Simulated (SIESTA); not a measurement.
MnO2 under changes of volume

One of the cells (11.016 Å³/atom); the others are scaled copies at fixed shape and fractional positions:

```
Mn O
1.0
     1.43789    0.83017    4.61429
    -1.43789    0.83017    4.61429
     0.00000   -1.66034    4.61429
Mn O
1 2
Cartesian
  0.0000 0.0000 0.0000
  0.0000 0.0000 10.1833
  0.0000 0.0000 3.6596
```

Measurements of this composition are mostly on another form, of space group No. 136.

```yaml
Program: SIESTA 5.4.2
Functional: PBEsol
Potentials_or_basis: PseudoDojo 0.4 standard (PBEsol files)
Basis: DZP (energy shift 0.003 Ry; two zetas on semicore shells)
Grid_cutoff: 800 Ry
Energy_shift: 0.003 Ry
k_mesh: 11 × 11 × 11
Occupations: fermi-dirac, width 0.05 eV
Spin: collinear spin, ferromagnetic start
Starting_moments: "[4.0, 0.0, 0.0] μB"
```

```csv
volume (Å³/atom),energy over the lowest point (meV/atom),pressure (GPa),gap on the mesh (eV),largest force (eV/Å)
10.152,30.08,15.6,0.48,1.265
10.368,12.81,10.2,0.57,0.894
10.584,?,?,?,?
11.016,0.00,-3.2,0.80,0.070
11.232,6.70,-6.7,0.87,0.343
11.448,17.82,-9.8,0.93,0.589
```

What does the run at 10.584 Å³/atom give?

Energy over the lowest point 2.43 meV/atom; pressure 5.3 GPa; gap on the mesh 0.65 eV; largest force 0.552 eV/Å.

Worked out: A Birch-Murnaghan fit of order 3 (a polynomial in V^(-2/3)) to the other rows has its minimum at 10.84 Å³/atom with B0 = V·E''(V) = 205 GPa and B' = 4.4 at fixed shape and positions, which overstates the stiffness. It gives 2.49 meV/atom at 10.584 Å³/atom, against the run's 2.43, and -dE/dV = 5.2 GPa, against 5.3. A straight line through the other rows of the gap, of slope 3.76 eV per unit of ln V, gives 0.64 eV, against the run's 0.65.

Energies are extrapolated to zero smearing.

Caveats: short orbitals over semicore shells can move pressures by several GPa; an odd mesh through Γ misses points on the zone boundary, where band edges often lie; the basis of atomic orbitals isn't converged, which shifts pressures, moduli and gaps; a cell with one magnetic atom can't hold antiferromagnetic order, which such compounds often take; forces of over 1 eV/Å show positions far from the minimum, so gaps and moduli don't describe the material at rest (some runs).
